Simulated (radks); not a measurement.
**In³⁺ in [Kr] 4d10: an all-electron calculation**

An exercise on one series of results from a longer session: the logs are not shown, and one member is left open.

Method: scalar-relativistic Kohn-Sham, PBEsol, spin-polarised, spherical densities, finite nucleus. Code: radks (a radial shooting solver on a logarithmic mesh, Libxc functionals) version 1.

## Starting point

```
element            : indium (Z = 49)
charge             : +3
electrons          : 46
configuration      : [Kr] 4d10
nuclear rms radius : 4.6156 fm
```

The outer shells:

In³⁺
```
[Kr] core
4d [↑↓][↑↓][↑↓][↑↓][↑↓]
```

The first run:

The run's settings:

```text
Z 49
configuration [Kr] 4d10 5s0 5p0
relativity scalar-relativistic
functional pbe_sol,pbe_sol
spin polarised
nucleus finite rms 4.6156 fm
c 137.035999084
```

Steps of the session up to this table: Self-consistent calculation.

One table of the session follows, with a row left open; its other results are not shown here.

It belongs to the step «Orbitals and density». Sizes of the orbitals, from the radial functions (bohr):

```
level      <r>  outermost maximum (interpolated)  90 % within  nodes
   1s  0.02973                            0.0192       0.0534      0
   2s   0.1286                             0.109        0.199      1
   2p        ?                                 ?            ?      ?
   3s   0.3488                             0.316        0.513      2
   3p   0.3473                             0.309        0.522      1
   3d   0.3245                             0.258        0.512      0
   4s   0.8479                             0.770         1.23      3
   4p   0.9206                             0.816         1.36      2
   4d    1.150                             0.930         1.79      1
   5s    2.214                              1.97         3.19      4
   5p    2.603                              2.31         3.77      3
```

Q: Estimate the row for 2p from the others.

**Answer.** <r>: 0.1122; outermost maximum (interpolated): 0.0869; 90 % within: 0.183; nodes: 0. In the column «<r>» it lies between 1s (0.02973) and 2s (0.1286).
